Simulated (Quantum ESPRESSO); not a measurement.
# NbCu (Fm-3m) in Quantum ESPRESSO: a series of runs

The runs below take NbCu through phonons, with LDA.

Everything below comes from runs of Quantum ESPRESSO 7.5. Logs are shortened: lines on timing, memory, paths and dates and some standing lists are left out, and cuts for length are marked.

### 1 The structure

The structure is cubic, space group Fm-3m (No. 225). Conventional cell: a = 5.124 Å, b = 5.124 Å, c = 5.124 Å, α = 90.00°, β = 90.00°, γ = 90.00°. Around Nb (site symmetry m-3m) lie 6 Cu at 2.56 Å. Cu (site symmetry m-3m) has 6 Nb at 2.56 Å as nearest neighbours.

The cell was built by a generator and needn't be a form met in nature.

### 2 Phonons, LDA, target pressure -3 GPa, at which the enthalpy is minimised

File pw.in:

```
&CONTROL
  calculation = 'scf'
  prefix = 'pwscf'
  outdir = './tmp'
  pseudo_dir = './pseudo'
  tprnfor = .true.
  tstress = .true.
  disk_io = 'low'
/
&SYSTEM
  ibrav = 0
  nat = 2
  ntyp = 2
  ecutwfc = 56
  ecutrho = 448
  nbnd = 24
  occupations = 'smearing'
  smearing = 'mv'
  degauss = 0.01469973
/
&ELECTRONS
  conv_thr = 4d-10
  electron_maxstep = 120
  mixing_beta = 0.5
/
ATOMIC_SPECIES
Nb    92.9064 nb_lda_v1.uspp.F.UPF
Cu    63.5460 cu_lda_v1.2.uspp.F.UPF
CELL_PARAMETERS angstrom
   0.0000000000    2.5622100000    2.5622100000
   2.5622100000    0.0000000000    2.5622100000
   2.5622100000    2.5622100000    0.0000000000
ATOMIC_POSITIONS crystal
Nb     0.0000000000    0.0000000000    0.0000000000
Cu     0.5000000000    0.5000000000    0.5000000000
K_POINTS automatic
6 6 6 0 0 0
```

File relax.in:

```
&CONTROL
  calculation = 'vc-relax'
  prefix = 'pwscf'
  outdir = './tmp'
  pseudo_dir = './pseudo'
  tprnfor = .true.
  tstress = .true.
  disk_io = 'low'
  nstep = 40
  forc_conv_thr = 0.0001
  etot_conv_thr = 1d-06
/
&SYSTEM
  ibrav = 0
  nat = 2
  ntyp = 2
  ecutwfc = 56
  ecutrho = 448
  nbnd = 24
  occupations = 'smearing'
  smearing = 'mv'
  degauss = 0.01469973
/
&ELECTRONS
  conv_thr = 4d-10
  electron_maxstep = 120
  mixing_beta = 0.5
/
&IONS
  ion_dynamics = 'bfgs'
/
&CELL
  cell_dynamics = 'bfgs'
  press = -30
  press_conv_thr = 0.2
/
ATOMIC_SPECIES
Nb    92.9064 nb_lda_v1.uspp.F.UPF
Cu    63.5460 cu_lda_v1.2.uspp.F.UPF
CELL_PARAMETERS angstrom
   0.0000000000    2.5622100000    2.5622100000
   2.5622100000    0.0000000000    2.5622100000
   2.5622100000    2.5622100000    0.0000000000
ATOMIC_POSITIONS crystal
Nb     0.0000000000    0.0000000000    0.0000000000
Cu     0.5000000000    0.5000000000    0.5000000000
K_POINTS automatic
6 6 6 0 0 0
```

File scf2.in:

```
&CONTROL
  calculation = 'scf'
  prefix = 'pwscf'
  outdir = './tmp'
  pseudo_dir = './pseudo'
  tprnfor = .true.
  tstress = .true.
  disk_io = 'low'
/
&SYSTEM
  ibrav = 0
  nat = 2
  ntyp = 2
  ecutwfc = 56
  ecutrho = 448
  nbnd = 24
  occupations = 'smearing'
  smearing = 'mv'
  degauss = 0.01469973
/
&ELECTRONS
  conv_thr = 1d-13
  electron_maxstep = 120
  mixing_beta = 0.5
  startingpot = 'file'
  startingwfc = 'file'
/
ATOMIC_SPECIES
Nb    92.9064 nb_lda_v1.uspp.F.UPF
Cu    63.5460 cu_lda_v1.2.uspp.F.UPF
CELL_PARAMETERS angstrom
   0.0000000000    2.5207880975    2.5207880975
   2.5207880975    0.0000000000    2.5207880975
   2.5207880975    2.5207880975    0.0000000000
ATOMIC_POSITIONS crystal
Nb     0.0000000000    0.0000000000    0.0000000000
Cu     0.5000000000    0.5000000000    0.5000000000
K_POINTS automatic
6 6 6 0 0 0
```

File ph.in:

```
phonons of NbCu
&INPUTPH
  prefix = 'pwscf'
  outdir = './tmp'
  tr2_ph = 1d-18
  fildyn = 'dyn'
  niter_ph = 90
  alpha_mix(1) = 0.4
/
0.0000000000 0.0000000000 0.0000000000
```

File dynmat.in:

```
&INPUT
  fildyn = 'dyn'
  asr = 'crystal'
  filout = 'dynmat.disp'
  fileig = 'dynmat.eig'
/
```

Potentials or basis: GBRV 1.5 LDA.

Run with:

```sh
$ OMP_NUM_THREADS=1 pw.x -in pw.in > pw.out
$ OMP_NUM_THREADS=1 pw.x -in relax.in > relax.out
$ OMP_NUM_THREADS=1 pw.x -in scf2.in > scf2.out
$ OMP_NUM_THREADS=1 ph.x -in ph.in > ph.out
$ OMP_NUM_THREADS=1 dynmat.x -in dynmat.in > dynmat.out
```

pw.out:

```text
This program is part of the open-source Quantum ESPRESSO suite
     for quantum simulation of materials; please cite
         "P. Giannozzi et al., J. Phys.:Condens. Matter 21 395502 (2009);
         "P. Giannozzi et al., J. Phys.:Condens. Matter 29 465901 (2017);
         "P. Giannozzi et al., J. Chem. Phys. 152 154105 (2020);
     in publications or presentations arising from this work. More details at

     Message from routine setup:
     using ibrav=0 with symmetry is DISCOURAGED, use correct ibrav instead

     G-vector sticks info
     --------------------
     sticks:   dense  smooth     PW     G-vecs:    dense   smooth      PW
     Sum        1453     733    223                36325    12939    2133

     Using Slab Decomposition

     bravais-lattice index     =            0
     lattice parameter (alat)  =       6.8474  a.u.
     unit-cell volume          =     227.0235 (a.u.)^3
     number of atoms/cell      =            2
     number of atomic types    =            2
     number of electrons       =        32.00
     number of Kohn-Sham states=           24
     kinetic-energy cutoff     =      56.0000  Ry
     charge density cutoff     =     448.0000  Ry
     scf convergence threshold =      4.0E-10
     mixing beta               =       0.5000
     number of iterations used =            8  plain     mixing
     Exchange-correlation= SLA  PZ   NOGX NOGC
                           (   1   1   0   0   0   0   0)

     celldm(1)=   6.847446  celldm(2)=   0.000000  celldm(3)=   0.000000
     celldm(4)=   0.000000  celldm(5)=   0.000000  celldm(6)=   0.000000

     crystal axes: (cart. coord. in units of alat)
               a(1) = (   0.000000   0.707107   0.707107 )
               a(2) = (   0.707107   0.000000   0.707107 )
               a(3) = (   0.707107   0.707107   0.000000 )

     reciprocal axes: (cart. coord. in units 2 pi/alat)
               b(1) = ( -0.707107  0.707107  0.707107 )
               b(2) = (  0.707107 -0.707107  0.707107 )
               b(3) = (  0.707107  0.707107 -0.707107 )

     PseudoPot. # 1 for Nb read from file:
     nb_lda_v1.uspp.F.UPF
     Pseudo is Ultrasoft + core correction, Zval = 13.0
     Generated by new atomic code, or converted to UPF format
     Using radial grid of  887 points,  6 beta functions with:
                l(1) =   0
                l(2) =   0
                l(3) =   1
                l(4) =   1
                l(5) =   2
                l(6) =   2
     Q(r) pseudized with  6 coefficients,  rinner =    1.000   1.000   1.000
                                                       1.000   1.000

     PseudoPot. # 2 for Cu read from file:
     cu_lda_v1.2.uspp.F.UPF
     Pseudo is Ultrasoft + core correction, Zval = 19.0
     Generated by new atomic code, or converted to UPF format
     Using radial grid of  867 points,  6 beta functions with:
                l(1) =   0
                l(2) =   0
                l(3) =   1
                l(4) =   1
                l(5) =   2
                l(6) =   2
     Q(r) pseudized with  8 coefficients,  rinner =    1.150   1.150   1.150
                                                       1.150   1.150

     atomic species   valence    mass     pseudopotential
     Nb               13.00    92.90640     Nb( 1.00)
     Cu               19.00    63.54600     Cu( 1.00)

     48 Sym. Ops., with inversion, found

   Cartesian axes

     site n.     atom                  positions (alat units)
         1        Nb     tau(   1) = (   0.0000000   0.0000000   0.0000000  )
         2        Cu     tau(   2) = (   0.7071068   0.7071068   0.7071068  )

     number of k points=    16  Marzari-Vanderbilt smearing, width (Ry)=  0.0147
                       cart. coord. in units 2pi/alat
        k(    1) = (   0.0000000   0.0000000   0.0000000), wk =   0.0092593
        k(    2) = (   0.1178511   0.1178511  -0.1178511), wk =   0.0740741
        k(    3) = (   0.2357023   0.2357023  -0.2357023), wk =   0.0740741
        k(    4) = (  -0.3535534  -0.3535534   0.3535534), wk =   0.0370370
        k(    5) = (   0.2357023   0.0000000  -0.0000000), wk =   0.0555556
        k(    6) = (   0.3535534   0.1178511  -0.1178511), wk =   0.2222222
[... 8 lines left out ...]
        k(   15) = (  -0.1178511  -0.3535534   0.5892557), wk =   0.2222222
        k(   16) = (  -0.7071068   0.2357023   0.0000000), wk =   0.1111111

     Dense  grid:    36325 G-vectors     FFT dimensions: (  48,  48,  48)

     Smooth grid:    12939 G-vectors     FFT dimensions: (  36,  36,  36)

     Check: negative core charge=   -0.000001

     Initial potential from superposition of free atoms

     starting charge      30.9978, renormalised to      32.0000
     Starting wfcs are   26 randomized atomic wfcs

     Self-consistent Calculation

     iteration #  1     ecut=    56.00 Ry     beta= 0.50
     Davidson diagonalization with overlap
     ethr =  1.00E-02,  avg # of iterations =  4.6

     total energy              =    -521.24578284 Ry
     estimated scf accuracy    <       1.04249615 Ry

     iteration #  2     ecut=    56.00 Ry     beta= 0.50
     Davidson diagonalization with overlap
     ethr =  3.26E-03,  avg # of iterations =  2.1

     total energy              =    -521.39746464 Ry
     estimated scf accuracy    <       0.38909900 Ry

     iteration #  3     ecut=    56.00 Ry     beta= 0.50
     Davidson diagonalization with overlap
     ethr =  1.22E-03,  avg # of iterations =  2.1

     total energy              =    -521.39658776 Ry
     estimated scf accuracy    <       1.02800038 Ry

     iteration #  4     ecut=    56.00 Ry     beta= 0.50
     Davidson diagonalization with overlap
     ethr =  1.22E-03,  avg # of iterations =  1.1

     total energy              =    -521.52317944 Ry
     estimated scf accuracy    <       0.02204314 Ry

     iteration #  5     ecut=    56.00 Ry     beta= 0.50
     Davidson diagonalization with overlap
     ethr =  6.89E-05,  avg # of iterations =  2.8

     total energy              =    -521.52822890 Ry
     estimated scf accuracy    <       0.00344920 Ry

     iteration #  6     ecut=    56.00 Ry     beta= 0.50
     Davidson diagonalization with overlap
     ethr =  1.08E-05,  avg # of iterations =  2.6

     total energy              =    -521.52862844 Ry
     estimated scf accuracy    <       0.00002150 Ry

     iteration #  7     ecut=    56.00 Ry     beta= 0.50
     Davidson diagonalization with overlap
     ethr =  6.72E-08,  avg # of iterations =  4.2
[... 11 lines left out ...]
     iteration #  9     ecut=    56.00 Ry     beta= 0.50
     Davidson diagonalization with overlap
     ethr =  1.30E-08,  avg # of iterations =  1.7

     total energy              =    -521.52863448 Ry
     estimated scf accuracy    <       0.00000029 Ry

     iteration # 10     ecut=    56.00 Ry     beta= 0.50
     Davidson diagonalization with overlap
     ethr =  9.12E-10,  avg # of iterations =  2.1

     total energy              =    -521.52863447 Ry
     estimated scf accuracy    <       0.00000028 Ry

     iteration # 11     ecut=    56.00 Ry     beta= 0.50
     Davidson diagonalization with overlap
     ethr =  8.66E-10,  avg # of iterations =  2.0

     total energy              =    -521.52863450 Ry
     estimated scf accuracy    <          2.4E-09 Ry

     iteration # 12     ecut=    56.00 Ry     beta= 0.50
     Davidson diagonalization with overlap
     ethr =  7.58E-12,  avg # of iterations =  3.6

     total energy              =    -521.52863450 Ry
     estimated scf accuracy    <          1.0E-09 Ry

     iteration # 13     ecut=    56.00 Ry     beta= 0.50
     Davidson diagonalization with overlap
     ethr =  3.27E-12,  avg # of iterations =  1.6

     End of self-consistent calculation

          k = 0.0000 0.0000 0.0000 (  1639 PWs)   bands (ev):

   -97.6828 -55.5016 -55.5016 -55.5016 -40.2664 -16.2635 -16.2635 -16.2635
     7.6010  10.3723  10.3723  10.6879  10.6879  10.6879  15.7151  15.7151
    15.7151  17.1351  17.1351  23.4069  23.4069  23.4069  24.2722  31.5451

          k = 0.1179 0.1179-0.1179 (  1591 PWs)   bands (ev):

   -97.6828 -55.5020 -55.5017 -55.5017 -40.2620 -16.3118 -16.2720 -16.2720
     8.1868  10.5476  10.5476  10.7052  10.8517  10.8517  15.1622  15.5705
    15.5705  16.5154  16.5154  22.0832  24.6603  24.6603  25.0401  29.3691

          k = 0.2357 0.2357-0.2357 (  1609 PWs)   bands (ev):

   -97.6828 -55.5027 -55.5018 -55.5018 -40.2532 -16.4072 -16.2891 -16.2891
     9.7115  10.8067  10.9871  10.9871  11.2157  11.2157  13.9662  14.4755
    14.4755  16.4485  16.4485  19.7659  24.7362  26.6439  26.6439  28.2548

          k =-0.3536-0.3536 0.3536 (  1622 PWs)   bands (ev):

   -97.6828 -55.5030 -55.5018 -55.5018 -40.2488 -16.4542 -16.2976 -16.2976
    10.7692  11.1351  11.2464  11.2464  11.4938  11.4938  13.0139  13.7541
    13.7541  16.6114  16.6114  18.4963  24.1020  26.3739  26.3739  28.6468

          k = 0.2357 0.0000-0.0000 (  1591 PWs)   bands (ev):

   -97.6828 -55.5020 -55.5018 -55.5018 -40.2607 -16.3138 -16.2807 -16.2807
     8.3378  10.4567  10.4997  10.7549  10.9913  10.9913  15.2611  15.4093
    15.5672  15.5672  17.2437  23.2136  23.2136  24.3172  25.4496  28.8742

          k = 0.3536 0.1179-0.1179 (  1611 PWs)   bands (ev):

   -97.6828 -55.5024 -55.5019 -55.5018 -40.2537 -16.3808 -16.2997 -16.2977
     9.4239  10.4741  10.6858  11.1588  11.2954  11.3271  13.7584  14.7903
    15.2283  16.0313  17.0167  20.8846  23.4471  24.9553  26.5583  27.8538

          k =-0.2357-0.4714 0.4714 (  1607 PWs)   bands (ev):

   -97.6828 -55.5028 -55.5020 -55.5019 -40.2480 -16.4334 -16.3218 -16.3060
    10.6857  10.7878  11.1061  11.1764  11.4747  11.8320  12.6397  14.2574
    14.3765  16.7695  16.8729  18.5695  23.8981  24.2882  25.6014  29.9964

          k =-0.1179-0.3536 0.3536 (  1598 PWs)   bands (ev):

   -97.6828 -55.5028 -55.5020 -55.5018 -40.2493 -16.4199 -16.3251 -16.2974
    10.3392  10.8388  11.0282  11.2504  11.3557  11.7577  13.0214  14.1464
    14.2633  16.2913  17.0854  19.5128  23.1275  25.3351  26.0701  28.4665

          k = 0.0000-0.2357 0.2357 (  1604 PWs)   bands (ev):

   -97.6828 -55.5023 -55.5019 -55.5017 -40.2563 -16.3596 -16.3000 -16.2804
     9.0413  10.6805  10.6973  10.9336  10.9964  11.2087  14.5716  14.7741
    15.0308  15.8862  16.9028  21.9764  22.7979  26.1383  26.8831  27.0923

          k = 0.4714 0.0000-0.0000 (  1624 PWs)   bands (ev):

   -97.6828 -55.5025 -55.5020 -55.5020 -40.2502 -16.3983 -16.3146 -16.3146
     9.7367  10.1226  10.6256  11.4341  11.4698  11.4698  13.4800  14.9999
    15.9722  15.9722  17.4984  21.2090  21.2090  23.4044  26.0515  27.5685

          k =-0.1179-0.5893 0.5893 (  1619 PWs)   bands (ev):

   -97.6828 -55.5026 -55.5022 -55.5020 -40.2463 -16.4172 -16.3442 -16.3229
    10.1867  10.5179  10.8275  11.1368  11.4957  11.5519  13.6950  14.6463
    15.9036  17.1062  17.1738  18.8505  21.3125  21.9581  26.9299  28.7712

          k =-0.0000-0.4714 0.4714 (  1612 PWs)   bands (ev):

   -97.6828 -55.5025 -55.5024 -55.5019 -40.2458 -16.3930 -16.3847 -16.3144
    10.5382  10.8593  11.1190  11.1820  11.4600  11.6646  13.3756  14.0206
    14.8053  16.5650  17.3761  19.4148  20.9379  23.4381  26.3723  30.0159

          k =-0.7071 0.0000 0.0000 (  1604 PWs)   bands (ev):

   -97.6828 -55.5027 -55.5021 -55.5021 -40.2454 -16.4327 -16.3313 -16.3313
     9.9365  10.3036  10.7102  11.0434  11.5997  11.5997  14.3304  14.8580
    17.1175  17.1175  17.6493  19.2104  19.2104  20.9978  26.6587  28.4596

          k =-0.2357-0.4714 0.7071 (  1610 PWs)   bands (ev):

   -97.6828 -55.5026 -55.5021 -55.5019 -40.2484 -16.4048 -16.3382 -16.3112
    10.2565  10.4875  10.9381  11.2435  11.4450  11.7028  13.1048  14.4495
    15.0663  16.2514  17.2738  20.8256  20.8492  23.7414  27.8895  28.0547

          k =-0.1179-0.3536 0.5893 (  1610 PWs)   bands (ev):

   -97.6828 -55.5026 -55.5022 -55.5020 -40.2458 -16.4084 -16.3614 -16.3223
    10.7481  10.7991  10.9496  11.0024  11.5398  11.8530  13.1794  14.2383
    14.6077  16.6792  17.9915  18.4536  21.6968  22.6039  27.3206  29.3824

          k =-0.7071 0.2357 0.0000 (  1614 PWs)   bands (ev):

   -97.6828 -55.5025 -55.5023 -55.5022 -40.2450 -16.4077 -16.3570 -16.3388
    10.3477  10.6767  10.9292  11.2129  11.2862  11.6014  14.1040  14.4660
    15.1253  17.1132  18.0553  19.0837  19.8793  21.5516  28.5933  28.8021

     the Fermi energy is    14.6796 ev

!    total energy              =    -521.52863450 Ry
     estimated scf accuracy    <          2.0E-10 Ry
     smearing contrib. (-TS)   =       0.00059837 Ry
     internal energy E=F+TS    =    -521.52923287 Ry

     The total energy is F=E-TS. E is the sum of the following terms:
     one-electron contribution =    -347.47172133 Ry
     hartree contribution      =     188.80831075 Ry
     xc contribution           =     -56.34150703 Ry
     ewald contribution        =    -306.52431526 Ry

     convergence has been achieved in  13 iterations

     Forces acting on atoms (cartesian axes, Ry/au):

     atom    1 type  1   force =     0.00000000    0.00000000    0.00000000
     atom    2 type  2   force =    -0.00000000   -0.00000000    0.00000000

     Total force =     0.000000     Total SCF correction =     0.000000

     Computing stress (Cartesian axis) and pressure

          total   stress  (Ry/bohr**3)                   (kbar)     P=     -100.89
  -0.00068582   0.00000000   0.00000000         -100.89        0.00        0.00
   0.00000000  -0.00068582   0.00000000            0.00     -100.89        0.00
   0.00000000   0.00000000  -0.00068582            0.00        0.00     -100.89

=------------------------------------------------------------------------------=
   JOB DONE.
=------------------------------------------------------------------------------=
```

It took 2.7 min on 1 thread of AMD EPYC 9R45 (Zen 5), shared host; peak memory 0.18 GiB.

What came out:

| Quantity | Value |
| --- | --- |
| Free energy | -7095.8240 eV |
| Relaxed volume | 16.02 Å³/atom |
| Relaxed cell | a = 3.565 Å, b = 3.565 Å, c = 3.565 Å, α = 60.00°, β = 60.00°, γ = 60.00° |
| Space group after relaxing (to 0.05 Å) | Fm-3m (No. 225) |
| Pressure after relaxing | -3.1 GPa |
| Band gap on the k mesh | none (metal or under the smearing width) |
| Highest phonon frequency at Γ | 203 cm⁻¹ |

The path:
| step | energy change (eV) | largest force (eV/Å) | pressure (GPa) | volume (Å³) |
| --- | --- | --- | --- | --- |
| 1 | 0.0000 | 0.0000 | -10.09 | 33.64 |
| 2 | -0.0568 | 0.0000 | -5.01 | 32.44 |
| 3 | -0.0677 | 0.0000 | -2.76 | 31.99 |
| 4 | -0.0668 | 0.0000 | -3.00 | 32.04 |
| 5 | -0.0668 | 0.0000 | -3.00 | 32.04 |

Final structure:
```yaml
crystal:
  lattice:
    - [0.00000, 2.52079, 2.52079]
    - [2.52079, 0.00000, 2.52079]
    - [2.52079, 2.52079, 0.00000]
  atoms:
    - { symbol: Nb, position: [0.00000, 0.00000, 0.00000] }
    - { symbol: Cu, position: [0.50000, 0.50000, 0.50000] }
```

Phonon frequencies in cm⁻¹ (negative: imaginary):
| q point | frequencies |
| --- | --- |
| (0.000, 0.000, 0.000) | -7 -7 -7 203 203 203 |

Optical modes at Γ, degenerate ones joined:
| cm⁻¹ | components | symmetry | active in |
| --- | --- | --- | --- |
| 203 | 3 | T1u | IR |

Caveat: the k mesh is coarse; the mesh is thin for the phonons of a metal; the cell is more than 3 GPa from zero pressure, which shifts response properties.

(Continued in part 2 of 2.)
